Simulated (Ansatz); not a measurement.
# CdSn2O3: what a guessed cell relaxes into

Aim: relax a trial structure of CdSn2O3 and see where it ends.

Computed with Ansatz 0.2.0 (DFT PBE, scalar-relativistic, plane waves, PAW, unless a step's input says otherwise).

### 1 The system as given

It takes space group Cmmm (No. 65, orthorhombic). Conventional cell: a = 6.519 Å, b = 7.600 Å, c = 4.305 Å, α = 90.00°, β = 90.00°, γ = 90.00°. Cd (site symmetry mmm) has 6 O at 2.55 to 3.26 Å as nearest neighbours. Sn (site symmetry 2/m) is surrounded by 2 O at 1.92 Å. Around O (site symmetry 2mm) lie 2 Sn at 1.92 Å and 2 Cd at 2.55 Å. O (site symmetry mmm) has 4 O at 2.86 Å and 2 Cd at 3.26 Å as nearest neighbours.

Coordinates:

```cif
data_structure
_symmetry_space_group_name_H-M 'P 1'
_symmetry_Int_Tables_number 1
_cell_length_a 5.0063
_cell_length_b 5.0063
_cell_length_c 4.3049
_cell_angle_alpha 90.000
_cell_angle_beta 90.000
_cell_angle_gamma 98.759
_cell_volume 106.63
loop_
_atom_site_label
_atom_site_type_symbol
_atom_site_fract_x
_atom_site_fract_y
_atom_site_fract_z
_atom_site_occupancy
Cd1 Cd 0.00000 0.00000 0.50000 1
Sn1 Sn 0.00000 0.50000 0.00000 1
Sn2 Sn 0.50000 0.00000 0.00000 1
O1 O 0.21049 0.21049 0.00000 1
O2 O 0.78951 0.78951 0.00000 1
O3 O 0.50000 0.50000 0.50000 1
```

Recipe of the guess: random cell by space group and Wyckoff sites (Cmmm, No. 65). Lengths come from tabulated atomic sizes and are only a guess.

### 2 A first look at the guess

File input.yaml:

```yaml
crystal:
  lattice:
    - [3.25934362, -3.7999709, 0.0]
    - [3.25934362, 3.7999709, 0.0]
    - [0.0, 0.0, 4.30485766]
  atoms:
    - { symbol: Cd, position: [0.0, 0.0, 0.5] }
    - { symbol: Sn, position: [0.0, 0.5, 0.0] }
    - { symbol: Sn, position: [0.5, 0.0, 0.0] }
    - { symbol: O, position: [0.21049161, 0.21049161, 0.0] }
    - { symbol: O, position: [0.78950839, 0.78950839, 0.0] }
    - { symbol: O, position: [0.5, 0.5, 0.5] }
basis:
  ecutwfc: 420
kpoints:
  mp_grid: { grid: [4, 4, 4] }
hamiltonian:
  xc: pbe
scf:
  occupations: { method: gaussian, width: 0.1 }
  lower_state_search: "off"
output:
  forces: true
  stress: true
  eigenvalues: true
```

The run is started by

```bash
$ ansatz run input.yaml --threads 1 --pin off --max-ram 2560MiB --backend cpu --events-out ev --progress --plain --runs-dir out
```

The session goes on with these runs: a loose first relaxation; final relaxation.

Q: Predict the outcome of this session. Wanted: conventional cell; volume; energy over the elements; gap on the mesh.

**Answer**, as computed:

| quantity | value |
| --- | --- |
| symmetry at the end (tolerance 0.05 Å) | space group Cmmm (No. 65) |
| conventional cell | a = 7.740 Å, b = 9.920 Å, c = 3.262 Å, α = 90.00°, β = 90.00°, γ = 90.00° |
| volume | 20.87 Å³/atom |
| energy over the elements (uncorrected; H, N, O, F and Cl as molecules), grey Sn | -0.22 eV/atom |
| gap on the mesh | none (metal) |

**Reading.** The space group Cmmm (No. 65) is kept, and the volume per atom grows by 17.4 % from the first guess. A negative formation energy is needed for stability but isn't enough; other structures and compounds were not set against it here. No finished test with a distortion of lower symmetry is shown, so the end may be a saddle point.
